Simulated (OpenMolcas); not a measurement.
# Os⁵⁺ among point charges: CASSCF and CASPT2 levels and susceptibility

Aim: the splitting of the states of Os⁵⁺ in the field of 5 point charges, its lowest levels with spin-orbit coupling and its magnetic susceptibility.

Program: OpenMolcas 26.06. Level of theory: state-averaged CASSCF and CASPT2, spin-orbit coupling by RASSI with atomic mean-field integrals. These are calculated values, not measurements, unless marked.

## Step 1: The atom as given

```
Species                           : Os⁵⁺ (osmium, Z = 76, 71 electrons)
Basis                             : ANO-RCC-VDZP [7s6p4d2f1g], 68 functions
Scalar Hamiltonian                : DKH2, point nucleus
Inactive shells                   : 1s 2s 2p 3s 3p 3d 4s 4p 4d 4f 5s 5p
Active space                      : 3 electrons in 5 orbitals (5d)
Some configurations of this space : 5d³
Orbitals                          : optimised for each spin and parity, averaged over all roots
```

Outer shells as boxes (Hund's rule):

5d3
```
5d [↑ ][↑ ][↑ ][  ][  ]
```

The ion sits among 5 point charges of -1.2 e arranged as a trigonal bipyramid (D3h), 2.09 Å from the ion, with the axial distance 2.362 Å.

The work runs as a chain of OpenMolcas steps in one folder; each step below is one input file. Labels, J, g values, rates, χT and fits are worked out afterwards by a script from the matrices that RASSI stores.

## Step 2: One- and two-electron integrals

a.inp reads:

```
&GATEWAY
Coord
1

Os 0.0 0.0 0.0
Basis=ANO-RCC-VDZP
Group=NoSym
NoMove
AngMom=0.0 0.0 0.0
AMFI
XField
5 Angstrom 0
2.090000 0.000000 0.000000 -1.200000
-1.045000 1.809993 0.000000 -1.200000
-1.045000 -1.809993 0.000000 -1.200000
0.000000 0.000000 2.361700 -1.200000
0.000000 0.000000 -2.361700 -1.200000
&SEWARD
```

Started as:

```console
OMP_NUM_THREADS=1 MOLCAS_MEM=1689 MOLCAS_PROJECT=a pymolcas a.inp > a.log
```

## Step 3: CASSCF: quartets, 10 roots

a.inp reads:

```
&RASSCF
FileOrb=start.orb
Symmetry=1
Spin=4
nActEl=3 0 0
Inactive=34
Ras2=5
CIRoot=10 10 1
SDav=10
CIMx=300
Iter=120 100
PrWF=0.3
OrbListing=Nothing
MaxOrb=0
>>> COPY $Project.JobIph JOB001
```

start.orb holds the contracted functions of the basis, ordered by shell, or the orbitals of the step before.

## Step 4: CASSCF: doublets, 40 roots

a.inp reads:

```
&RASSCF
FileOrb=start.orb
Symmetry=1
Spin=2
nActEl=3 0 0
Inactive=34
Ras2=5
CIRoot=40 40 1
SDav=40
CIMx=300
Iter=120 100
PrWF=0.3
OrbListing=Nothing
MaxOrb=0
>>> COPY $Project.JobIph JOB002
```

## Step 5: RASSI: spin-orbit coupling between the states

a.inp reads:

```
&RASSI
NrOfJobIphs=2 10 40
1 2 3 4 5 6 7 8 9 10
1 2 3 4 5 6 7 8 9 10 11 12 13 14 15 16 17 18 19 20 21 22 23 24 25 26 27
28 29 30 31 32 33 34 35 36 37 38 39 40
IphNames
JOB001
JOB002
EJob
SpinOrbit
DIPRint=1.0
SOCoupling=1000.0
Subsets=2
Property=9
'ANGMOM' 1 'ANGMOM' 2 'ANGMOM' 3 'MLTPL  1' 1 'MLTPL  1' 2 'MLTPL  1' 3
'AMFI' 1 'AMFI' 2 'AMFI' 3
SOProperty=3
'ANGMOM' 1 'ANGMOM' 2 'ANGMOM' 3
```

## Step 6: CASPT2: IPEA 0.25, imaginary shift 0.1 (closed shells correlated: 4f 5s 5p)

a.inp reads:

```
>>> COPY JOB001 $Project.JobIph
&CASPT2
Multistate=10 1 2 3 4 5 6 7 8 9 10
NoMult
Frozen=23
IPEA=0.25
Imaginary=0.1
MaxIter=60
WThr=0.0 0.3 0.05
PrWF=0.5
NoMix
>>> COPY JOB002 $Project.JobIph
&CASPT2
Multistate=40 1 2 3 4 5 6 7 8 9 10 11 12 13 14 15 16 17 18 19 20 21 22
23 24 25 26 27 28 29 30 31 32 33 34 35 36 37 38 39 40
NoMult
Frozen=23
IPEA=0.25
Imaginary=0.1
MaxIter=60
WThr=0.0 0.3 0.05
PrWF=0.5
NoMix
```

(Steps that only read results are left out.)

**Question.** What will these runs give? Wanted: spin-free ground state; first state of the same spin within the active space; lowest level; next level.

As calculated:

| quantity | value |
| --- | --- |
| method | SS-CASPT2, IPEA 0.25, imaginary shift 0.1 (closed shells correlated: 4f 5s 5p) |
| spin-free ground state | 4E, 2-fold in its orbital part |
| first state of the same spin within the active space | 4E at 2070 cm⁻¹ |
| lowest level | 2-fold E3/2, g = 0.00, 0.00, 1.62 |
| next level | 25.9 cm⁻¹ |
| χT at 300 K | 0.13 cm³ K/mol |
| effective moment at 300 K | 1.00 μB |

Cost by method:

| method | time of its own steps | time with the reference |
| --- | --- | --- |
| A. CASSCF | 13 s | 13 s |
| B. SS-CASPT2, IPEA 0.25, imaginary shift 0.1, +4f 5s 5p | 17 s | 30 s |

Times are of one thread on a shared host.

The spin-free ground state (4E) comes to 100 % from free-ion F terms and keeps the highest spin of the shell. χT at 300 K is 0.13, against 1.88 cm³ K/mol for the spin alone, so spin-orbit coupling lowers it. CASPT2 does not keep the components of a term degenerate, and the means are used. The field of point charges can differ much from that of real complexes. Point charges carry no covalency, so the field is a model and not that of real ligands.
